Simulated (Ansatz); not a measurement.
I need a point defect in a supercell of BaTiO₃, space group Pm-3m. Use the Python package of Ansatz (0.2.0). Use (first run): PBE, PAW, cutoff 517 eV, 2×2×4 k-points, Fermi-Dirac smearing of 0.05 eV.

```
Ba Ti O
1.0
     4.00600    0.00000    0.00000
     0.00000    4.00600    0.00000
     0.00000    0.00000    4.00600
Ba Ti O
1 1 3
Direct
  0.50000 0.50000 0.50000
  0.00000 0.00000 0.00000
  0.50000 0.00000 0.00000
  0.00000 0.50000 0.00000
  0.00000 0.00000 0.50000
```

The script, `defect.py`:
```python
# -*- coding: utf-8 -*-
"""A substitution in a supercell of BaTiO3, against the perfect cell."""

import ansatz as az
import numpy as np

lattice = az.Lattice.of(
    (4.006, 0.0, 0.0),
    (0.0, 4.006, 0.0),
    (0.0, 0.0, 4.006),
)
sites = [
    ("Ba", (0.5, 0.5, 0.5)),
    ("Ti", (0.0, 0.0, 0.0)),
    ("O", (0.5, 0.0, 0.0)),
    ("O", (0.0, 0.5, 0.0)),
    ("O", (0.0, 0.0, 0.5)),
]
xtal = az.Crystal(lattice=lattice)
for symbol, position in sites:
    xtal = xtal.atom(symbol, position)
host = xtal.supercell(2, 2, 1)
defective = host.substitution("Sr", at=(0.5, 0.5, 0.5), replaces="Ba")

def prepare(structure):
    return (
        structure.calculation()
        .basis(38 * az.Ry)
        .kpoints(2, 2, 4)  # sampling of the Brillouin zone
        .occupations("fermi_dirac", width=0.05)  # the run then minimises F = E - TS
        .band_table()
    )


perfect = prepare(host).run().report
calc = prepare(defective)
calc = calc.relax(force_tolerance=0.03, max_steps=25)
done = calc.run()
r = done.report

n_host, n_defect = len(perfect["lattice"]["sites"]), len(r["lattice"]["sites"])
print(f"perfect cell: {n_host} atoms, F = {perfect['free_energy_ev']:.4f} eV")
print(f"defect cell:  {n_defect} atoms, F = {r['free_energy_ev']:.4f} eV")
# chemical potentials are still to be added to this difference
print(f"difference {r['free_energy_ev'] - perfect['free_energy_ev']:.4f} eV (no chemical potentials)")

pull = np.linalg.norm(r["forces_ev_ang"], axis=1)
for atom in np.argsort(-pull)[:5]:
    print(f"force on {done.lattice.sites[atom].symbol}{atom}: {pull[atom]:.3f} eV/A")

start = np.array([site.position for site in defective.resolved().sites])
step = np.array([site.position_frac for site in done.lattice.sites]) - start
moved = np.linalg.norm((step - np.round(step)) @ done.lattice.cell_ang, axis=1)
print("relaxation by atom (A):", " ".join(f"{site.symbol}:{d:.3f}" for site, d in zip(done.lattice.sites, moved)))
```

```console
$ python defect.py
perfect cell: 20 atoms, F = -40638.2534 eV
defect cell:  20 atoms, F = -38233.1588 eV
difference 2405.0945 eV (no chemical potentials)
force on Ti16: 0.020 eV/A
force on Ti6: 0.020 eV/A
force on Ti11: 0.020 eV/A
force on Ti1: 0.020 eV/A
force on O8: 0.008 eV/A
relaxation by atom (A): Sr:0.000 Ti:0.027 O:0.042 O:0.042 O:0.044 Ba:0.000 Ti:0.027 O:0.042 O:0.015 O:0.044 Ba:0.000 Ti:0.027 O:0.015 O:0.042 O:0.044 Ba:0.000 Ti:0.027 O:0.015 O:0.015 O:0.044
```

Notes:
- Absolute energies stand on the zero of these potentials, so only differences at equal settings mean something. A total without «per atom» is that of the whole cell that was run.
- No spin polarisation was allowed.
- The difference holds no chemical potentials.
- This is a high-temperature or high-pressure form, not the ambient phase.
- In a crystal with a gap the Fermi level's place inside it depends on smearing and mesh.
- No functional is typed, so the default, PBE, holds.
- The structure is a deposited one; some such entries were measured under pressure or heat, so a shift against it needn't be the functional's error alone.
- The supercell is small, so the defect meets its images and the energies aren't those of an isolated defect; a partly filled defect level may also lower its energy by spin or distortion. For a charged cell the difference holds no correction, alignment or term for the electrons' reservoir.
- Hardware and time: 2.1 min on 1 thread of Arm Neoverse V2 (shared host), peak memory 0.8 GiB.
